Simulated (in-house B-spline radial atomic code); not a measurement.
# V⁺: binding energies from hole states

How tightly is each shell of V⁺ bound, and how much do the other electrons relax when one leaves?

Method: Dirac-Hartree-Fock, average of configuration, Fermi nucleus, basis-set limit. Code: in-house B-spline radial atomic code version 1.

## 1. Starting point

* element: vanadium (Z = 23)
* charge: +1
* electrons: 22
* configuration: [Ar] 3d4
* Hamiltonian: Dirac-Coulomb
* nucleus: Fermi, rms radius 3.600 fm

The outer shells:

[Ar] 3d4
```
[Ar] core
3d [↑ ][↑ ][↑ ][↑ ][  ]
```

The boxes draw the filling by Hund's rule, which heavy ions in jj coupling don't follow; these runs average over all states of the configuration.

The run's settings:

```ini
Z = 23
electrons = 22.0
configuration = [Ar] 3d4
hamiltonian = dirac
method = hf
spin_polarised = False
nucleus = fermi
rms_radius = 3.6002
mass_number = 51
atomic_mass = 50.943957664
speed_of_light = 137.035999084
```

This reference run was done before. Its total energy is -947.936600 hartree, and its levels are (the highest eight at most):

| orbital | occupation | energy (eV) | <r> (bohr) |
| --- | --- | --- | --- |
| 2s1/2 | 2 | -659.87 | 0.3058 |
| 2p1/2 | 2 | -553.33 | 0.2711 |
| 2p3/2 | 4 | -546.07 | 0.2738 |
| 3s1/2 | 2 | -90.351 | 0.9568 |
| 3p1/2 | 2 | -58.759 | 1.028 |
| 3p3/2 | 4 | -57.881 | 1.036 |
| 3d3/2 | 1.6 | -14.719 | 1.494 |
| 3d5/2 | 2.4 | -14.666 | 1.500 |

## 2. The 1s hole

Settings: those of step 1 with these lines changed.

```diff
@@ -1,4 +1,4 @@
 Z = 23
-electrons = 22.0
-configuration = [Ar] 3d4
+electrons = 21.0
+configuration = 1s1 2s2 2p6 3s2 3p6 3d4
 hamiltonian = dirac
```

Results of the run (chosen fields of its result record, rounded):

```text
{
  "status": "converged",
  "iterations": 10,
  "energy [hartree]": {"total": -746.306285311, "kinetic": 754.293655308, "nuclear": -1811.12902423, "coulomb": 340.539544454, "exact_exchange": -30.0104608403},
  "breit [hartree]": {"gaunt": 0.1328814, "retardation": -0.01712508, "frequency_dependence": -0.0003712418},
  "qed [hartree]": {"self_energy": 0.1275112, "uehling": -0.009963094, "wichmann_kroll": 4.803638e-05},
  "recoil [hartree]": 0.006644504,
  "total_with_corrections [hartree]": -746.066659597,
  "orbitals [hartree, bohr; first row names the columns]": [
    ["name", "occ", "eps", "<r>"],
    ["1s1/2", 1.0, -214.48461, 0.065859],
    ["2s1/2", 2.0, -26.636178, 0.2964],
    ["2p1/2", 2.0, -23.195946, 0.25854],
    ["2p3/2", 4.0, -22.884206, 0.26123],
    ["3s1/2", 2.0, -4.0810618, 0.91231],
    ["3p1/2", 2.0, -2.918609, 0.9566],
    ["3p3/2", 4.0, -2.8794203, 0.96438],
    ["3d3/2", 1.6, -1.1456385, 1.1919],
    ["3d5/2", 2.4, -1.1422815, 1.1957]
  ],
  "sum_r [bohr^k]": {"-1": 78.74479, "1": 14.5928, "2": 16.37411},
  "energy_minus_base [hartree]": 201.630315,
  "energy_minus_base_with_corrections [hartree]": 201.35033
}
```

Run time: 1.1 s. Hardware: 1 thread, shared host.

energy_minus_base is the energy less that of the reference run.

## 3. The 2s hole

Settings: those of step 2 with these lines changed.

```diff
@@ -2,3 +2,3 @@
 electrons = 21.0
-configuration = 1s1 2s2 2p6 3s2 3p6 3d4
+configuration = 1s2 2s1 2p6 3s2 3p6 3d4
 hamiltonian = dirac
```

Results of the run:

```text
{
  "status": "converged",
  "iterations": 10,
  "energy [hartree]": {"total": -924.315465077, "kinetic": 934.629733728, "nuclear": -2186.67835432, "coulomb": 367.152968083, "exact_exchange": -39.4198125647},
  "breit [hartree]": {"gaunt": 0.3246669, "retardation": -0.02839443, "frequency_dependence": -0.0006647368},
  "qed [hartree]": {"self_energy": 0.2128857, "uehling": -0.01685604, "wichmann_kroll": 8.127946e-05},
  "recoil [hartree]": 0.007705935,
  "total_with_corrections [hartree]": -923.81604044,
  "orbitals [hartree, bohr; first row names the columns]": [
    ["name", "occ", "eps", "<r>"],
    ["1s1/2", 2.0, -205.3927, 0.066398],
    ["2s1/2", 1.0, -25.986691, 0.30481],
    ["2p1/2", 2.0, -21.896353, 0.26687],
    ["2p3/2", 4.0, -21.620708, 0.26949],
    ["3s1/2", 2.0, -3.9860589, 0.92552],
    ["3p1/2", 2.0, -2.8365971, 0.97624],
    ["3p3/2", 4.0, -2.8007146, 0.98372],
    ["3d3/2", 1.6, -1.1736268, 1.1784],
    ["3d5/2", 2.4, -1.1702971, 1.1819]
  ],
  "sum_r [bohr^k]": {"-1": 95.07306, "1": 14.50967, "2": 16.45038},
  "energy_minus_base [hartree]": 23.6211348,
  "energy_minus_base_with_corrections [hartree]": 23.6009489
}
```

Wall time 1.2 s (1 thread, shared host).

Radial density 4πr²n(r) and radial functions P(r) = rR(r):

| r (bohr) | 4πr²n | 2s1/2 | 3d5/2 |
| --- | --- | --- | --- |
| 0.00440 | 1.680 | 0.2693 | 0.0000 |
| 0.00631 | 3.133 | 0.3671 | 0.0000 |
| 0.00905 | 5.626 | 0.4904 | 0.0001 |
| 0.0130 | 9.595 | 0.6360 | 0.0002 |
| 0.0186 | 15.07 | 0.7855 | 0.0005 |
| 0.0267 | 21.35 | 0.9040 | 0.0015 |
| 0.0382 | 26.04 | 0.9207 | 0.0040 |
| 0.0548 | 26.44 | 0.7370 | 0.0106 |
| 0.0786 | 22.88 | 0.2573 | 0.0266 |
| 0.113 | 21.23 | -0.5243 | 0.0632 |
| 0.162 | 25.30 | -1.3803 | 0.1376 |
| 0.232 | 26.51 | -1.8846 | 0.2707 |
| 0.332 | 17.14 | -1.6982 | 0.4701 |
| 0.476 | 9.514 | -0.9867 | 0.7031 |
| 0.683 | 12.34 | -0.3413 | 0.8738 |
| 0.979 | 11.75 | -0.0721 | 0.8771 |
| 1.40 | 5.277 | -0.0148 | 0.7020 |
| 2.01 | 1.196 | -0.0035 | 0.4315 |
| 2.89 | 0.1538 | -0.0005 | 0.1853 |
| 4.14 | 0.009097 | 0.0000 | 0.0476 |

On the record's full grid the radial density has clear maxima near r = 0.046, 0.19, 0.82 bohr.

## 4. The 2p1/2 hole

In configurations, a minus sign after the shell means j = l − 1/2 and a plus sign j = l + 1/2; the count of electrons follows.

Settings: those of step 3 with these lines changed.

```diff
@@ -2,3 +2,3 @@
 electrons = 21.0
-configuration = 1s2 2s1 2p6 3s2 3p6 3d4
+configuration = 1s2 2s2 2p-1 2p+4 3s2 3p6 3d4
 hamiltonian = dirac
```

Results of the run:

```text
{
  "status": "converged",
  "iterations": 10,
  "energy [hartree]": {"total": -928.281134386, "kinetic": 938.738018222, "nuclear": -2192.1223072, "coulomb": 364.86933983, "exact_exchange": -39.7661852387},
  "breit [hartree]": {"gaunt": 0.3140426, "retardation": -0.026297, "frequency_dependence": -0.0006338758},
  "qed [hartree]": {"self_energy": 0.2231103, "uehling": -0.01760205, "wichmann_kroll": 8.486465e-05},
  "recoil [hartree]": 0.008011847,
  "total_with_corrections [hartree]": -927.780417718,
  "orbitals [hartree, bohr; first row names the columns]": [
    ["name", "occ", "eps", "<r>"],
    ["1s1/2", 2.0, -205.8361, 0.066313],
    ["2s1/2", 2.0, -25.80933, 0.30197],
    ["2p1/2", 1.0, -22.394194, 0.26917],
    ["2p3/2", 4.0, -21.968483, 0.26829],
    ["3s1/2", 2.0, -4.0196839, 0.92284],
    ["3p1/2", 2.0, -2.8157667, 0.9777],
    ["3p3/2", 4.0, -2.8186528, 0.97957],
    ["3d3/2", 1.6, -1.1581394, 1.1908],
    ["3d5/2", 2.4, -1.1751932, 1.176]
  ],
  "sum_r [bohr^k]": {"-1": 95.30976, "1": 14.52601, "2": 16.44799},
  "energy_minus_base [hartree]": 19.6554655,
  "energy_minus_base_with_corrections [hartree]": 19.6365716
}
```

Wall time 1.1 s (1 thread, shared host).

## 5. The 2p3/2 hole

Settings: those of step 4 with these lines changed.

```diff
@@ -2,3 +2,3 @@
 electrons = 21.0
-configuration = 1s2 2s2 2p-1 2p+4 3s2 3p6 3d4
+configuration = 1s2 2s2 2p-2 2p+3 3s2 3p6 3d4
 hamiltonian = dirac
```

Results of the run:

```text
{
  "status": "converged",
  "iterations": 10,
  "energy [hartree]": {"total": -928.541974906, "kinetic": 939.530573086, "nuclear": -2193.33066305, "coulomb": 365.053886366, "exact_exchange": -39.7957713051},
  "breit [hartree]": {"gaunt": 0.3215506, "retardation": -0.02629536, "frequency_dependence": -0.0005083209},
  "qed [hartree]": {"self_energy": 0.2224647, "uehling": -0.01760382, "wichmann_kroll": 8.487391e-05},
  "recoil [hartree]": 0.008007608,
  "total_with_corrections [hartree]": -928.034274665,
  "orbitals [hartree, bohr; first row names the columns]": [
    ["name", "occ", "eps", "<r>"],
    ["1s1/2", 2.0, -205.79325, 0.066316],
    ["2s1/2", 2.0, -25.800098, 0.30201],
    ["2p1/2", 2.0, -22.234551, 0.26578],
    ["2p3/2", 3.0, -21.998229, 0.27203],
    ["3s1/2", 2.0, -4.0192071, 0.92295],
    ["3p1/2", 2.0, -2.8541724, 0.97231],
    ["3p3/2", 4.0, -2.8031871, 0.98069],
    ["3d3/2", 1.6, -1.1767515, 1.1743],
    ["3d5/2", 2.4, -1.1629434, 1.1872]
  ],
  "sum_r [bohr^k]": {"-1": 95.3623, "1": 14.52558, "2": 16.45053},
  "energy_minus_base [hartree]": 19.394625,
  "energy_minus_base_with_corrections [hartree]": 19.3827146
}
```

Run time: 1.1 s. Hardware: 1 thread, shared host.

## 6. The 3s hole

Settings: those of step 5 with these lines changed.

```diff
@@ -2,3 +2,3 @@
 electrons = 21.0
-configuration = 1s2 2s2 2p-2 2p+3 3s2 3p6 3d4
+configuration = 1s2 2s2 2p6 3s1 3p6 3d4
 hamiltonian = dirac
```

Results of the run:

```text
{
  "status": "converged",
  "iterations": 10,
  "energy [hartree]": {"total": -944.782845884, "kinetic": 955.593486046, "nuclear": -2238.49132014, "coulomb": 380.253978043, "exact_exchange": -42.1389898301},
  "breit [hartree]": {"gaunt": 0.3351314, "retardation": -0.02849712, "frequency_dependence": -0.0006262385},
  "qed [hartree]": {"self_energy": 0.2205857, "uehling": -0.01743882, "wichmann_kroll": 8.408234e-05},
  "recoil [hartree]": 0.007988228,
  "total_with_corrections [hartree]": -944.265618654,
  "orbitals [hartree, bohr; first row names the columns]": [
    ["name", "occ", "eps", "<r>"],
    ["1s1/2", 2.0, -203.79321, 0.066384],
    ["2s1/2", 2.0, -24.887441, 0.30622],
    ["2p1/2", 2.0, -21.005649, 0.27097],
    ["2p3/2", 4.0, -20.738625, 0.27365],
    ["3s1/2", 1.0, -3.9578567, 0.94294],
    ["3p1/2", 2.0, -2.6829548, 1.01],
    ["3p3/2", 4.0, -2.6497144, 1.0178],
    ["3d3/2", 1.6, -1.1060611, 1.2604],
    ["3d5/2", 2.4, -1.1035133, 1.2638]
  ],
  "sum_r [bohr^k]": {"-1": 97.3258, "1": 14.46595, "2": 17.08623},
  "energy_minus_base [hartree]": 3.153754,
  "energy_minus_base_with_corrections [hartree]": 3.15137065
}
```

Wall time 1.1 s (1 thread, shared host).

## 7. The 3p1/2 hole

Settings: those of step 6 with these lines changed.

```diff
@@ -2,3 +2,3 @@
 electrons = 21.0
-configuration = 1s2 2s2 2p6 3s1 3p6 3d4
+configuration = 1s2 2s2 2p6 3s2 3p-1 3p+4 3d4
 hamiltonian = dirac
```

Results of the run:

```text
{
  "status": "converged",
  "iterations": 10,
  "energy [hartree]": {"total": -945.925522237, "kinetic": 956.767460233, "nuclear": -2240.92998206, "coulomb": 380.669031372, "exact_exchange": -42.4320317845},
  "breit [hartree]": {"gaunt": 0.3342434, "retardation": -0.02828252, "frequency_dependence": -0.0006230846},
  "qed [hartree]": {"self_energy": 0.2219486, "uehling": -0.01753691, "wichmann_kroll": 8.455364e-05},
  "recoil [hartree]": 0.00803327,
  "total_with_corrections [hartree]": -945.407654829,
  "orbitals [hartree, bohr; first row names the columns]": [
    ["name", "occ", "eps", "<r>"],
    ["1s1/2", 2.0, -203.77697, 0.066378],
    ["2s1/2", 2.0, -24.889244, 0.30564],
    ["2p1/2", 2.0, -20.951669, 0.27155],
    ["2p3/2", 4.0, -20.722776, 0.27361],
    ["3s1/2", 2.0, -3.838998, 0.94697],
    ["3p1/2", 1.0, -2.7722461, 1.0045],
    ["3p3/2", 4.0, -2.6948131, 1.015],
    ["3d3/2", 1.6, -1.0478448, 1.2959],
    ["3d5/2", 2.4, -1.1065039, 1.2646]
  ],
  "sum_r [bohr^k]": {"-1": 97.43183, "1": 14.44866, "2": 17.08878},
  "energy_minus_base [hartree]": 2.01107765,
  "energy_minus_base_with_corrections [hartree]": 2.00933448
}
```

Run time: 1.1 s. Hardware: 1 thread, shared host.

## 8. The 3p3/2 hole

Settings: those of step 7 with these lines changed.

```diff
@@ -2,3 +2,3 @@
 electrons = 21.0
-configuration = 1s2 2s2 2p6 3s2 3p-1 3p+4 3d4
+configuration = 1s2 2s2 2p6 3s2 3p-2 3p+3 3d4
 hamiltonian = dirac
```

Results of the run:

```text
{
  "status": "converged",
  "iterations": 10,
  "energy [hartree]": {"total": -945.954985233, "kinetic": 956.857954568, "nuclear": -2241.11292817, "coulomb": 380.738564285, "exact_exchange": -42.4385759124},
  "breit [hartree]": {"gaunt": 0.3351443, "retardation": -0.02828277, "frequency_dependence": -0.0006078424},
  "qed [hartree]": {"self_energy": 0.2218738, "uehling": -0.01753714, "wichmann_kroll": 8.455483e-05},
  "recoil [hartree]": 0.008032384,
  "total_with_corrections [hartree]": -945.436277886,
  "orbitals [hartree, bohr; first row names the columns]": [
    ["name", "occ", "eps", "<r>"],
    ["1s1/2", 2.0, -203.77009, 0.066378],
    ["2s1/2", 2.0, -24.885007, 0.30565],
    ["2p1/2", 2.0, -20.98546, 0.27093],
    ["2p3/2", 4.0, -20.699457, 0.27411],
    ["3s1/2", 2.0, -3.8373919, 0.94705],
    ["3p1/2", 2.0, -2.7263222, 1.0077],
    ["3p3/2", 3.0, -2.7074044, 1.0142],
    ["3d3/2", 1.6, -1.1013948, 1.2656],
    ["3d5/2", 2.4, -1.0684125, 1.2858]
  ],
  "sum_r [bohr^k]": {"-1": 97.43979, "1": 14.44525, "2": 17.08211},
  "energy_minus_base [hartree]": 1.98161465,
  "energy_minus_base_with_corrections [hartree]": 1.98071142
}
```

Run time: 1.1 s. Hardware: 1 thread, shared host.

## 9. The 3d hole

Settings: those of step 8 with these lines changed.

```diff
@@ -2,3 +2,3 @@
 electrons = 21.0
-configuration = 1s2 2s2 2p6 3s2 3p-2 3p+3 3d4
+configuration = 1s2 2s2 2p6 3s2 3p6 3d3
 hamiltonian = dirac
```

Results of the run:

```text
{
  "status": "converged",
  "iterations": 10,
  "energy [hartree]": {"total": -947.474619428, "kinetic": 958.381347536, "nuclear": -2245.75430639, "coulomb": 383.172688389, "exact_exchange": -43.2743489626},
  "breit [hartree]": {"gaunt": 0.3365756, "retardation": -0.02855001, "frequency_dependence": -0.0006214393},
  "qed [hartree]": {"self_energy": 0.2218575, "uehling": -0.01753201, "wichmann_kroll": 8.453049e-05},
  "recoil [hartree]": 0.008045293,
  "total_with_corrections [hartree]": -946.954759916,
  "orbitals [hartree, bohr; first row names the columns]": [
    ["name", "occ", "eps", "<r>"],
    ["1s1/2", 2.0, -203.58286, 0.066386],
    ["2s1/2", 2.0, -24.785074, 0.30585],
    ["2p1/2", 2.0, -20.867462, 0.27115],
    ["2p3/2", 4.0, -20.601071, 0.27384],
    ["3s1/2", 2.0, -3.837397, 0.94926],
    ["3p1/2", 2.0, -2.6636746, 1.0132],
    ["3p3/2", 4.0, -2.6309019, 1.0209],
    ["3d3/2", 1.2, -1.0598445, 1.2948],
    ["3d5/2", 1.8, -1.057577, 1.2982]
  ],
  "sum_r [bohr^k]": {"-1": 97.64159, "1": 14.28126, "2": 16.52712},
  "energy_minus_base [hartree]": 0.461980455,
  "energy_minus_base_with_corrections [hartree]": 0.462229389
}
```

It took 1.1 s on 1 thread, shared host.

## 10. Binding energies

| hole | ΔSCF (eV) | with Breit, QED, recoil (eV) | −ε of the parent (eV) | −ε less ΔSCF (eV) |
| --- | --- | --- | --- | --- |
| 1s | 5486.64 | 5479.02 | 5525.70 | 39.06 |
| 2s | 642.76 | 642.21 | 659.87 | 17.11 |
| 2p1/2 | 534.85 | 534.34 | 553.33 | 18.47 |
| 2p3/2 | 527.75 | 527.43 | 546.07 | 18.32 |
| 3s | 85.818 | 85.753 | 90.351 | 4.53 |
| 3p1/2 | 54.724 | 54.677 | 58.759 | 4.03 |
| 3p3/2 | 53.922 | 53.898 | 57.881 | 3.96 |
| 3d | 12.571 | 12.578 | - | - |

What this shows: Relaxation of the remaining electrons brings each binding energy under −ε, by 39.1 eV for 1s and 3.96 eV for 3p3/2. The difference of the 1s and 2p3/2 holes gives a Kα1 line at 4951.6 eV for this charge state (with Breit, QED and recoil). The spin-orbit splitting of the 2p hole is 6.91 eV with those corrections. A dash stands where an open shell is averaged over j, so that no single parent level belongs to the hole. Values are for the free ion, measured from the vacuum level.
